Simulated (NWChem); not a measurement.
# B3LYP/3-21G run of CH6N2 (methylhydrazine)

Aim: the electronic atomisation energy of CH6N2 (methylhydrazine) at B3LYP/3-21G, from 4 runs. 

The calculation is run with NWChem 7.3.0.

### 1 The structure to begin with

The species is CH6N2 (9 atoms), meant as a singlet with charge 0. SMILES: `CNN`. The coordinates come from a PBE0-D4/def2-TZVP relaxation. This is one conformer, not always the lowest.

Bond lengths: C1–N2 1.445 Å, N2–N3 1.412 Å, C1–H4 1.102 Å, C1–H5 1.093 Å, C1–H6 1.091 Å, N2–H7 1.015 Å, N3–H8 1.017 Å, N3–H9 1.011 Å. Some angles: C1–N2–N3 110.6°, C1–N2–H7 109.7°, N3–N2–H7 111.5°, N2–C1–H4 114.0°, N2–C1–H5 108.8°, N2–C1–H6 109.0°, N2–N3–H8 112.5°, N2–N3–H9 108.7°, H4–C1–H5 108.3°, H4–C1–H6 107.9°.

### 2 The energy at B3LYP/3-21G (run 1)

Contents of ch6n2.nw:

```
start ch6n2
title "CH6N2 B3LYP"
memory 2200 mb
geometry noautosym nocenter noautoz
 C       -0.632300       0.772800      -0.416900
 N        0.617000       0.174400      -0.007000
 N        0.386900      -0.878100       0.905200
 H       -1.339400       0.063700      -0.877000
 H       -0.423200       1.566400      -1.138500
 H       -1.118900       1.213000       0.454700
 H        1.126500      -0.146800      -0.824300
 H        0.164900      -1.755100       0.439600
 H        1.218500      -1.010300       1.464200
end
basis spherical bse
 * library 3-21G
end
dft
 xc b3lyp
 mult 1
 grid fine
 convergence energy 1e-08
 iterations 100
 mulliken
 noprint "final vectors analysis"
end
task dft energy
```

On the command line:

```
nwchem ch6n2.nw > ch6n2.out
```

What it wrote:

```text
[...]
          Wavefunction type:  closed shell.
          No. of atoms     :     9
          No. of electrons :    26
[...]
          Charge           :     0
          Spin multiplicity:     1
[...]
          AO basis - number of functions:    39
[...]
              XC Information
              --------------
                         B3LYP Method XC Potential
                     Hartree-Fock (Exact) Exchange  0.200
                        Slater Exchange Functional  0.800 local
                    Becke 1988 Exchange Functional  0.720 non-local
              Lee-Yang-Parr Correlation Functional  0.810
                  VWN I RPA Correlation Functional  0.190 local
[...]
 d= 0,ls=0.0,diis     1   -150.2881216658 -2.35D+02  1.52D-02  3.75D-01     0.4
[...]
 d= 0,ls=0.0,diis     8   -150.3263680241  3.23D-09  5.62D-06  1.08D-07     2.0
         Total DFT energy =     -150.326368024140
      One electron energy =     -370.089807015498
           Coulomb energy =      156.675080958335
    Exchange-Corr. energy =      -21.475127836229
 Nuclear repulsion energy =       84.563485869253
[...]
      Total Density - Mulliken Population Analysis
     ---------------------------------------------
    Atom       Charge   Shell Charges
 -----------   ------   -------------------------------------------------------
    1 C    6     6.36   1.99  0.38  1.67  1.02  1.30
    2 N    7     7.45   1.99  0.38  1.87  1.30  1.92
    3 N    7     7.52   1.99  0.38  1.87  1.29  1.99
    4 H    1     0.85   0.48  0.37
    5 H    1     0.82   0.48  0.34
    6 H    1     0.79   0.48  0.31
    7 H    1     0.74   0.47  0.27
    8 H    1     0.75   0.47  0.28
    9 H    1     0.72   0.47  0.25
[...]
```

Wall time 2.5 s (1 thread of AMD EPYC 9R45 (Zen 5), shared host); peak memory 0.12 GiB.

### 3 The C atom (run 2)

Contents of geom.xyz:

```xyz
1

C      0.000000     0.000000     0.000000
```

Contents of geom.nw:

```
start geom
memory total 2200 mb
geometry units angstroms noautosym nocenter noautoz
 load geom.xyz
end
basis spherical bse
 * library 3-21G
end
dft
 xc b3lyp
 mult 3
 grid fine
 convergence energy 1e-08
 maxiter 100
 mulliken
 noprint "final vectors analysis"
end
task dft energy
```

Run the same way, it converges to -37.64270 Eh (log not shown).

Run 3 isn't shown in full; the table further down has it.

### 4 The N atom at the same level (run 4)

Contents of n.nw:

```
start n
memory 2200 mb
geometry noautosym nocenter noautoz
   N     0.000000    0.000000    0.000000
end
basis spherical bse
   * library 3-21G
end
dft
   xc b3lyp
   mult 4
   grid fine
   convergence energy 1e-08
   maxiter 100
   mulliken
   print low
end
task dft energy
```

Run the same way, it converges to -54.29546 Eh (log not shown).

### 5 Overview of the runs

```csv
run,level,partner,energy (Eh),wall time
1,B3LYP/3-21G,base,-150.326368,2.5 s
2,UB3LYP/3-21G,atoms,-37.642697,0.6 s
3,UB3LYP/3-21G,atoms,-0.497311,0.54 s
4,UB3LYP/3-21G,atoms,-54.295463,0.58 s
```

### 6 Summary of results

At B3LYP/3-21G:

| quantity | value |
| --- | --- |
| N atom: total energy | -54.29546 Eh |
| N atom: ⟨S²⟩ | 3.751 |
| electronic atomisation energy | 30.174 eV |

**Reading.** Taking the molecule apart into free atoms costs 30.17 eV (696 kcal/mol), before zero-point energy and without spin-orbit coupling. The basis has no polarisation functions, which makes bonds too weak. All runs together took 4.2 s, the longest 2.5 s.
